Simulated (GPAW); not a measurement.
A run of GPAW 26.7.0 is set up as follows.

File run.py:

```python
from ase import Atoms
from ase.calculators.mixing import SumCalculator
from ase.filters import FrechetCellFilter
from ase.io import write
from ase.optimize import BFGS
from dftd4.ase import DFTD4
from gpaw import GPAW, PW, setup_paths

setup_paths.insert(0, '.')

atoms = Atoms(['Ir', 'Co', 'Co', 'Co'],
              cell=[[3.582561, 0.0, 0.0],
                    [0.0, 3.582561, 0.0],
                    [0.0, 0.0, 3.582561]],
              scaled_positions=[[0.0, 0.0, 0.0],
                                [0.5, 0.5, 0.0],
                                [0.5, 0.0, 0.5],
                                [0.0, 0.5, 0.5]],
              pbc=True)
atoms.set_initial_magnetic_moments([0.6, 2.0, 2.0, 2.0])

calc = GPAW(mode=PW(600),
            xc='PBEsol',
            kpts={'size': (6, 6, 6), 'gamma': True},
            occupations={'name': 'fermi-dirac', 'width': 0.05},
            nbands=41,
            convergence={'density': 1e-05, 'forces': 0.0001},
            maxiter=150,
            txt='gpaw.txt')
atoms.calc = SumCalculator([calc, DFTD4(method='pbesol')])
opt = BFGS(FrechetCellFilter(atoms), trajectory='relax.traj', logfile='-')
done = opt.run(fmax=0.02, steps=60)
calc.write('gs.gpw')
write('result.traj', atoms)
print('Converged:', done)
print('Cell:', atoms.cell.cellpar().round(4))
print('Volume:', round(atoms.get_volume(), 4))
print(atoms.get_scaled_positions().round(5))
```

Potentials or basis: PAW data sets generated in the run's folder for this functional, pw.

The run is started by

```bash
$ gpaw-setup -f PBEsol Co Ir
$ OMP_NUM_THREADS=1 python run.py
```

Q: Estimate the site moments.

A: Ir +0.29; Co +1.08 μB.

Q: Estimate the space group after relaxing (to 0.05 Å).

A: Pm-3m (No. 221).

Final structure:
```xyz
4
Lattice="3.5352 0.0000 0.0000 0.0000 3.5352 0.0000 0.0000 0.0000 3.5352" Properties=species:S:1:pos:R:3 pbc="T T T"
Ir    0.0000    0.0000    0.0000
Co    1.7676    1.7676    0.0000
Co    1.7676    0.0000    1.7676
Co    0.0000    1.7676    1.7676
```

Caveat: each step starts from the last one's moments, so a moment once lost doesn't come back; later steps reuse the first step's grids. The run has no spin-orbit coupling, so splittings on Ir are missing.
